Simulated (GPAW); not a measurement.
**GaH2 (SMILES [GaH2]): U-revPBE-D3(0)/sz(dzp) (scalar-relativistic datasets, nve dynamics)**

Wanted: molecular dynamics of GaH2. Input form: an ASE script.

Program for the calculation: GPAW 26.7.0.

4 further runs of the same task are left out: 1 that didn't finish, 3 set aside as unsound or not needed. Runs told in other sessions of the task aren't counted.

## Step 1: Starting point

The species is GaH2 (3 atoms), meant as a doublet with charge 0. SMILES: `[GaH2]`. Geometry: a GFN2-xTB relaxation, a rough one for these elements and not checked as a minimum. The run starts from this shape.

Bond lengths: Ga1–H2 1.833 Å, Ga1–H3 1.836 Å. Angles: H2–Ga1–H3 110.1°.

## Step 2: Molecular dynamics at U-revPBE-D3(0)/sz(dzp) (scalar-relativistic datasets, nve dynamics)

Input file run.py:

```python
import numpy as np
from ase import Atoms, units
from ase.calculators.mixing import SumCalculator
from ase.md.velocitydistribution import MaxwellBoltzmannDistribution, Stationary, ZeroRotation
from ase.md.verlet import VelocityVerlet
from dftd3.ase import DFTD3
from gpaw import GPAW

system = Atoms(['Ga', 'H', 'H'],
    positions=[[ -0.545290,   0.319030,  -0.303200],
               [  0.808100,   1.175910,   0.588180],
               [ -0.262810,  -1.494950,  -0.284980]])
system.center(vacuum=4.5)
system.set_initial_magnetic_moments([1.0, 0.0, 0.0])

calculator = GPAW(mode='lcao',
                  basis='sz(dzp)',
                  h=0.2,
                  xc='revPBE',
                  occupations={'name': 'fermi-dirac', 'width': 0.01, 'fixmagmom': True},
                  mixer={'name': 'pulay', 'beta': 0.4, 'nmaxold': 3, 'weight': 20.0},
                  maxiter=60,
                  symmetry='off',
                  txt='run.txt')
system.calc = SumCalculator([DFTD3(method='revPBE', damping='d3zero'), calculator])

rng = np.random.default_rng(58)
MaxwellBoltzmannDistribution(system, temperature_K=800, rng=rng)
Stationary(system)
ZeroRotation(system)
dyn = VelocityVerlet(system, timestep=0.25 * units.fs, trajectory='md.traj', logfile='-')
dyn.run(20)
```

Run with:

```console
$ python3 -u run.py | tee run.out
```

Output:

```text
run.py:28: DeprecationWarning: Use thermalize_momenta
  MaxwellBoltzmannDistribution(system, temperature_K=800, rng=rng)
Time[ps]      Etot[eV]     Epot[eV]     Ekin[eV]    T[K]
0.0000          -5.5328      -5.8124       0.2796   721.0
0.0003          -5.5327      -5.8188       0.2860   737.6
0.0005          -5.5328      -5.8237       0.2909   750.1
0.0007          -5.5328      -5.8265       0.2937   757.5
0.0010          -5.5328      -5.8270       0.2942   758.6
0.0013          -5.5329      -5.8250       0.2921   753.3
0.0015          -5.5330      -5.8206       0.2876   741.7
0.0018          -5.5330      -5.8135       0.2805   723.4
0.0020          -5.5330      -5.8037       0.2708   698.2
0.0022          -5.5330      -5.7912       0.2582   666.0
0.0025          -5.5330      -5.7760       0.2430   626.7
0.0028          -5.5329      -5.7583       0.2254   581.3
0.0030          -5.5330      -5.7388       0.2058   530.8
0.0032          -5.5329      -5.7175       0.1846   476.1
0.0035          -5.5329      -5.6953       0.1624   418.8
0.0037          -5.5328      -5.6728       0.1399   360.9
0.0040          -5.5328      -5.6507       0.1179   304.2
0.0043          -5.5327      -5.6299       0.0972   250.7
0.0045          -5.5327      -5.6112       0.0785   202.4
0.0047          -5.5326      -5.5952       0.0626   161.3
0.0050          -5.5326      -5.5827       0.0501   129.2
```

run.txt:

```text
__  _  _
 | _ |_)|_||  |
 |__||  | ||/\| - 26.7.0

units:  Angstrom and eV
cores:  1
OpenMP: False

Versions:
  Python: 3.12.14
  ASE:    3.29.0
  Numpy:  2.5.5
  Scipy:  1.18.1
  Libxc:  7.0.0

        _gpaw.cpython-312-x86_64-linux-gnu.so

Input parameters:
  mode=LCAO(),
  basis={'default': 'sz(dzp)'},
  h=0.2,
  maxiter=60,
  mixer=Pulay(name='pulay', nmaxold=3, beta=0.4, weight=20.0, sigma=0.015, g_ss=None),
  occupations=Occupations(name='fermi-dirac', width=0.01, fixmagmom=True),
  symmetry=Symmetry(point_group=False, time_reversal=False),
  xc=XC(name='revPBE')
        .------------------------.
       /|                        |
      / |                        |
     /  |                        |
    /   |                        |
   /    |                        |
  /     |                        |
 *      |                        |
 |      |          H             |
 |      |                        |
 |      |       Ga               |
 |      |      H                 |
 |      .------------------------.
 |     /                        /
 |    /                        /
 |   /                        /
 |  /                        /
 | /                        /
 |/                        /
 *------------------------*

Atoms  # Å, Bohr magnetons
|   | symbol |        x |        y |        z |    initial magnetic moments |
|---|--------|----------|----------|----------|-----------------------------|
| 0 |     Ga | 4.500000 | 6.313980 | 4.500000 | ( 0.0000,  0.0000,  1.0000) |
| 1 |      H | 5.853390 | 7.170860 | 5.391380 | ( 0.0000,  0.0000,  0.0000) |
| 2 |      H | 4.782480 | 4.500000 | 4.518220 | ( 0.0000,  0.0000,  0.0000) |

[... 21 lines left out ...]
|   |                                coordinates |     weight |
[... 89 lines left out ...]
Reference energy: -52914.242224  # eV
[... 7 lines left out ...]
  Fourier metric: weight=20.0, sigma=0.015
[... 64 lines left out ...]
|   |                                coordinates |     weight |
[... 59 lines left out ...]
convergence criteria:
- Maximum [total energy] change in last 3 cyles: 0.0005 eV / valence electron
[... 14 lines left out ...]
Converged in 6 steps
[... 12 lines left out ...]
  Free energy:      -5.587522
[... 2 lines left out ...]
dipole moment: (-0.245492, 0.202370, -0.131843)  # |e|*Ang
[... 72 lines left out ...]
convergence criteria:
- Maximum [total energy] change in last 3 cyles: 0.0005 eV / valence electron
[... 14 lines left out ...]
Converged in 6 steps
SCF loop duration: 3.506 s (0.584 s/step)
Energy contributions relative to reference atoms: (reference = -52914.242224)

Energy contributions:
  Kinetic:          -3.418116
  Coulomb:           1.933606
  Zero:              0.008211
  External:          0.000000
  Xc:               -4.098630
  Entropy:          -0.000000
  Spinorbit:         0.000000
  ----------------------------
  Free energy:      -5.574929
  Extrapolated:     -5.574929

dipole moment: (-0.245766, 0.202600, -0.131981)  # |e|*Ang

Total magnetic moment: (0.000000, 0.000000, 1.000009)

Local magnetic moments
|        x |        y |        z |
|----------|----------|----------|
| 0.000000 | 0.000000 | 0.241443 |  # Ga   0
| 0.000000 | 0.000000 | 0.037183 |  # H    1
| 0.000000 | 0.000000 | 0.043986 |  # H    2

Fermi levels: -3.587, -4.844
Eigenvalues  # (at kpt = [0.000, 0.000, 0.000])
| band index |      eig [eV] | occ [0-1] |      eig [eV] | occ [0-1] |
|------------|---------------|-----------|---------------|-----------|
|          0 |       -11.897 |     1.000 |       -11.430 |     1.000 |
|          1 |        -7.789 |     1.000 |        -7.339 |     1.000 |
|          2 |        -5.703 |     1.000 |        -4.509 |     0.000 |
|          3 |        -3.350 |     0.000 |        -2.922 |     0.000 |
|          4 |         0.956 |     0.000 |         1.570 |     0.000 |
|          5 |         2.437 |     0.000 |         3.008 |     0.000 |

Gap: 1.159 eV
Transition (v -> c):
  (s=1, k=0, n=2, [0.00, 0.00, 0.00]) -> (s=0, k=0, n=3, [0.00, 0.00, 0.00])
No difference between direct/indirect transitions
vacuum-level: 0.000  # V

Forces  # eV/Ang
|        x |        y |        z |
|----------|----------|----------|
| -1.61909 | -1.66554 | -1.12362 |  # Ga   0
|  1.91223 |  1.45121 |  1.28625 |  # H    1
| -0.29730 |  0.21544 | -0.14892 |  # H    2

Force computation time: 0.064  # s

timing:  # [seconds]
  Total:  103.715  # ━━━━━━━━━━━━━━━━━━━━━━━━━━━━━━━━━━━━━━━━━━━━━━━━━━━━━━━━
  Init:     3.119  # ━╸
  SCF:     85.113  # ━━━━━━━━━━━━━━━━━━━━━━━━━━━━━━━━━━━━━━━━━━━━━━
  Forces:   1.338  # ╸
  Move:    13.997  # ━━━━━━━╸
```

Run time: 1.7 min. Hardware: 1 thread of Intel Xeon at 2.60GHz (Ice Lake), shared host; peak memory 0.39 GiB.

The path in brief:

| step | potential energy change (eV) | largest force (eV/Å) | temperature (K) |
| --- | --- | --- | --- |
| 0 | 0.0000 | 0.7676 | 721 |
| 1 | -0.0064 | 0.7363 | 738 |
| 2 | -0.0113 | 0.7143 | 750 |
| 3 | -0.0142 | 0.7071 | 757 |
| 4 | -0.0146 | 0.7199 | 759 |
| 5 | -0.0127 | 0.7564 | 753 |
| 6 | -0.0082 | 0.8184 | 742 |
| 7 | -0.0011 | 0.9049 | 723 |
| 8 | 0.0086 | 1.0133 | 698 |
| 9 | 0.0211 | 1.1401 | 666 |
| 10 | 0.0364 | 1.2811 | 627 |
| 11 | 0.0540 | 1.4324 | 581 |
| 12 | 0.0736 | 1.5902 | 531 |
| 13 | 0.0948 | 1.7505 | 476 |
| 14 | 0.1171 | 1.9089 | 419 |
| 15 | 0.1396 | 2.0612 | 361 |
| 16 | 0.1616 | 2.2088 | 304 |
| 17 | 0.1824 | 2.3697 | 251 |
| 18 | 0.2012 | 2.5124 | 202 |
| 19 | 0.2172 | 2.6275 | 161 |
| 20 | 0.2297 | 2.7146 | 129 |
